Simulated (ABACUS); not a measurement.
NaLaMnMoO6:

```xyz
20
Lattice="5.5573 0.0000 0.0005 0.0000 5.5979 0.0000 -0.0629 0.0000 8.0246" Properties=species:S:1:pos:R:3 pbc="T T T"
Na    4.1371    2.8870    4.0066
Na    1.3574    0.0880    4.0185
La    1.3662    5.3682    8.0197
La    4.1282    2.5692    0.0054
Mn    1.3603    2.7297    2.0550
Mn    4.1342    5.5286    5.9702
Mo    4.1820    5.5792    2.1743
Mo    1.3124    2.7803    5.8509
O     3.7112    5.4765    3.9373
O     0.1716    4.5353    2.2249
O     5.1703    1.6184    2.2495
O     2.6448    1.1737    1.5989
O     3.0125    4.1180    1.6116
O     4.6099    0.1018    0.0319
O     1.7833    2.6775    4.0878
O     5.3228    1.7363    5.8002
O     0.3241    4.4173    5.7757
O     2.8496    3.9726    6.4262
O     2.4819    1.3190    6.4136
O     0.8845    2.9007    7.9933
```

The cell was built by a generator and needn't be a form met in nature.

Base run:

```yaml
Program: ABACUS 3.10.1
Functional: B86bPBE
Potentials_or_basis: GBRV ultrasoft 1.5 PBE
Cutoff: 544 eV
Density_cutoff: 4354 eV
Basis: plane waves
k_mesh: 3 × 3 × 3
Occupations: fermi-dirac, width 0.05 eV
Spin: collinear spin, ferromagnetic start
Starting_moments: "[0.0, 0.0, 0.0, 0.0, 4.0, 4.0, 1.0, 1.0, 0.0, 0.0, 0.0, 0.0, 0.0, 0.0, 0.0, 0.0, 0.0, 0.0, 0.0, 0.0] μB"
```

Its results: band gap on the k mesh 0.23 eV, indirect (least direct gap 0.27 eV); pressure 1.2 GPa; net moment 9.97 μB per cell; largest force 0.047 eV/Å.

Problem. The run is repeated on the same cell with these changes: functional from B86bPBE to LDA; potentials or basis from GBRV ultrasoft 1.5 PBE to GBRV ultrasoft 1.5 LDA. What comes out?

Solution. Band gap on the k mesh 0.05 eV, indirect (least direct gap 0.09 eV); pressure -10.2 GPa; net moment 9.86 μB per cell; largest force 0.215 eV/Å.

Caveats: there are fewer bands than atomic start orbitals, so a level may be missed at k points of high symmetry; spin-orbit coupling is left out, which moves the levels of the heavy elements; an odd mesh through Γ misses points on the zone boundary, where band edges often lie; only a ferromagnetic start was run, and an antiferromagnetic order may lie lower in energy; the potentials were made for another functional, which shifts forces and pressure (some runs).
